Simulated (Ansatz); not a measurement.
# CsH2: the cost of one run

Program: Ansatz 0.2.0. Level of theory: DFT PBE, scalar-relativistic, plane waves, PAW. These are calculated values, not measurements.

## 1. The structure to begin with

It takes space group I4/mmm (No. 139, tetragonal). Conventional cell: a = 3.569 Å, b = 3.569 Å, c = 11.375 Å, α = 90.00°, β = 90.00°, γ = 90.00°. Cs (site symmetry 4/mmm) has 8 H at 3.00 Å as nearest neighbours. H (site symmetry 4mm) has 4 Cs at 3.00 Å as nearest neighbours.

Coordinates:

```cif
data_structure
_symmetry_space_group_name_H-M 'P 1'
_symmetry_Int_Tables_number 1
_cell_length_a 6.2225
_cell_length_b 6.2225
_cell_length_c 6.2225
_cell_angle_alpha 146.666
_cell_angle_beta 146.666
_cell_angle_gamma 47.859
_cell_volume 72.46
loop_
_atom_site_label
_atom_site_type_symbol
_atom_site_fract_x
_atom_site_fract_y
_atom_site_fract_z
_atom_site_occupancy
Cs1 Cs 0.00000 0.00000 0.00000 1
H1 H 0.64282 0.64282 0.00000 1
H2 H 0.35718 0.35718 0.00000 1
```

The cell is invented: species swapped into a database cell of Mg2Rh (I4/mmm, No. 139), with H on the Mg sites and Cs on the Rh sites. Lengths come from tabulated atomic sizes and are only a guess.

## 2. A first look at the guess

input.yaml

```yaml
crystal:
  lattice:
    - [-1.78468223, 1.78468223, 5.68763586]
    - [1.78468223, -1.78468223, 5.68763586]
    - [1.78468223, 1.78468223, -5.68763586]
  atoms:
    - { symbol: Cs, position: [0.0, 0.0, 0.0] }
    - { symbol: H, position: [0.64281768, 0.64281768, 0.0] }
    - { symbol: H, position: [0.35718232, 0.35718232, 0.0] }
basis:
  ecutwfc: 420
kpoints:
  mp_grid: { grid: [6, 6, 6] }
hamiltonian:
  xc: pbe
scf:
  occupations: { method: gaussian, width: 0.1 }
  lower_state_search: "off"
output:
  forces: true
  stress: true
  eigenvalues: true
```

Run with:

```
ansatz run input.yaml --threads 1 --pin off --max-ram 2048MiB --backend cpu --events-out ev --progress --plain --runs-dir out
```

Q: Estimate wall time and peak memory on 1 thread of Arm Neoverse V2, shared host.

About 1.6 s, with a peak of 0.3 GiB.
